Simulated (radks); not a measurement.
# Co⁺ in [Ar] 3d7 4f1: an all-electron calculation

One table from this session's results is given with a row withheld; the runs are named, their logs left out.

Program: radks (a radial shooting solver on a logarithmic mesh, Libxc functionals) version 1. Level of theory: Dirac Kohn-Sham, OLYP, spin-unpolarised, spherical densities, point nucleus; open shells fill j = l - 1/2 first. These are calculated values, not measurements, unless marked.

## The atom as given

```
element       : cobalt (Z = 27)
charge        : +1
electrons     : 26
configuration : [Ar] 3d7 4f1
```

The first run:

Settings of this run:

```text
Z 27
configuration [Ar] 3d7 4f1
relativity Dirac
functional optx,lyp
spin unpolarised
j_filling energy
nucleus point
c 137.035999084
```

The run is started by

```console
$ python run_ks.py task.json out
```

This one command runs every case of the session in turn.

Steps of the session up to this table: Self-consistent calculation.

One table of the session follows, with a row left open; its other results are not shown here.

It belongs to the step «Radial structure». From the orbitals of this run (lengths in bohr):

```
level      <r>  outermost maximum (interpolated)  90 % within  nodes
1s1/2  0.05620                            0.0368        0.100      0
2s1/2   0.2551                             0.213        0.396      1
2p1/2   0.2227                             0.170        0.365      0
2p3/2   0.2258                             0.173        0.369      0
3s1/2   0.7737                             0.669         1.16      2
3p1/2   0.8088                             0.674         1.25      1
3p3/2   0.8184                             0.682         1.26      1
3d3/2        ?                                 ?            ?      ?
3d5/2    1.019                             0.670         1.76      0
4f5/2    8.762                              7.99         12.6      0
4f7/2    8.762                              7.99         12.6      0
```

Q: Estimate the row for 3d3/2 from the others.

The run gave: <r>: 1.013; outermost maximum (interpolated): 0.667; 90 % within: 1.75; nodes: 0. In the column «<r>» it lies between 3p3/2 (0.8184) and 3d5/2 (1.019).
